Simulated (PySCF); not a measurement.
# B3LYP/6-31G(d) (spherical functions) run of CH3BFNO (SMILES NC1(F)BO1)

Aim: the energy change on altering one bond length of CH3BFNO at B3LYP/6-31G* (spherical functions), from 2 runs. 

The calculation is run with PySCF 2.14.0.

1 further run of the same task is left out (set aside as unsound or not needed).

## Step 1: The system as given

CH3BFNO: 8 atoms, total charge 0, spin state singlet. As SMILES, `NC1(F)BO1`. The coordinates come from a PBE0-D4/def2-TZVP relaxation. This is one conformer, not always the lowest.

Bond lengths: N1–C2 1.387 Å, C2–F3 1.372 Å, C2–B4 1.510 Å, C2–O5 1.462 Å, B4–O5 1.335 Å, N1–H6 1.009 Å, N1–H7 1.013 Å, B4–H8 1.182 Å. Some angles: N1–C2–F3 113.8°, N1–C2–B4 127.1°, N1–C2–O5 115.3°, F3–C2–B4 118.6°, F3–C2–O5 108.3°, B4–C2–O5 53.3°, C2–B4–O5 61.5°, C2–O5–B4 65.2°, C2–N1–H6 112.2°, C2–N1–H7 112.6°.

## Step 2: The energy at B3LYP/6-31G(d) (spherical functions)

The input, calc.py:

```python
# NC1(F)BO1
from pyscf import gto, dft

molecule = gto.Mole()
molecule.atom = '''
N     -0.431000     1.148400     0.184600
C      0.054100    -0.061200    -0.289600
F      0.122100    -0.132700    -1.658300
B      0.337600    -1.307200     0.515100
O      1.346900    -0.473000     0.255300
H     -1.439500     1.170100     0.211400
H     -0.075300     1.941600    -0.336200
H      0.177200    -2.343100     1.061900
'''
molecule.basis = '6-31g*'
molecule.max_memory = 1860
molecule.spin = 0
molecule.verbose = 3
molecule.build()

mf = dft.RKS(molecule, xc='b3lyp')
mf.grids.level = 5
mf.conv_tol = 1e-10
mf.kernel()
if not mf.converged:
    mf = mf.newton().run(mf.mo_coeff, mf.mo_occ)

e_tot = mf.e_tot
print('Final energy', e_tot)
```

Command:

```
$ OMP_NUM_THREADS=1 python calc.py
```

The log of the run:

```text
converged SCF energy = -294.554695616137
Final energy -294.5546956161371
```

Run time: 15 s. Hardware: 1 thread of Intel Xeon at 2.70GHz, shared host; peak memory 0.39 GiB.

## Step 3: The distorted shape at the same level

The input, run.py:

```python
from pyscf import gto, dft

molecule = gto.M(
    atom='''
N     -0.952002     2.513094     0.483282
C      0.102234    -0.115651    -0.547265
F      0.230736    -0.250767    -3.133733
B      0.637972    -2.470250     0.973398
O      2.545272    -0.893840     0.482447
H     -2.857791     2.554101     0.533927
H     -0.279827     4.012025    -0.500887
H      0.334859    -4.427817     2.006700
''',
    max_memory=1860,
    spin=0,
    unit='bohr',
    verbose=3,
    basis='6-31g*',
)

mf = dft.RKS(molecule)
mf.xc = 'b3lyp'
mf.grids.level = 5
mf.conv_tol = 1e-10
mf.kernel()
if not mf.converged:
    mf = mf.newton().run(mf.mo_coeff, mf.mo_occ)

e_final = mf.e_tot
print('E = %.10f Eh' % e_final)
```

Command:

```
$ OMP_NUM_THREADS=1 python run.py
```

The log of the run:

```text
converged SCF energy = -294.535725435425
E = -294.5357254354 Eh
```

It took 12 s on 1 thread of Intel Xeon at 2.70GHz, shared host; peak memory 0.39 GiB.

## Step 4: Results

Level: B3LYP/6-31G* (spherical functions).

| quantity | value |
| --- | --- |
| first shape: total energy | -294.55470 Eh |
| first shape: dipole moment | 1.97 D |
| first shape: HOMO energy | -7.46 eV |
| first shape: LUMO energy | -0.43 eV |
| first shape: HOMO–LUMO gap | 7.03 eV |
| distorted shape: total energy | -294.53573 Eh |
| distorted shape: dipole moment | 1.66 D |
| distorted shape: HOMO energy | -7.16 eV |
| distorted shape: LUMO energy | -0.63 eV |
| distorted shape: HOMO–LUMO gap | 6.53 eV |
| energy change with the N1–C2 bond stretched from 1.387 to 1.595 Å | 0.516 eV |

With the N1–C2 bond stretched from 1.387 to 1.595 Å the energy rises by 0.52 eV (49.8 kJ/mol). The first shape isn't relaxed at this level, so the change isn't measured from a minimum. Mulliken charges (first shape) run from -0.73 on N1 to +0.52 on C2; they depend strongly on the basis.
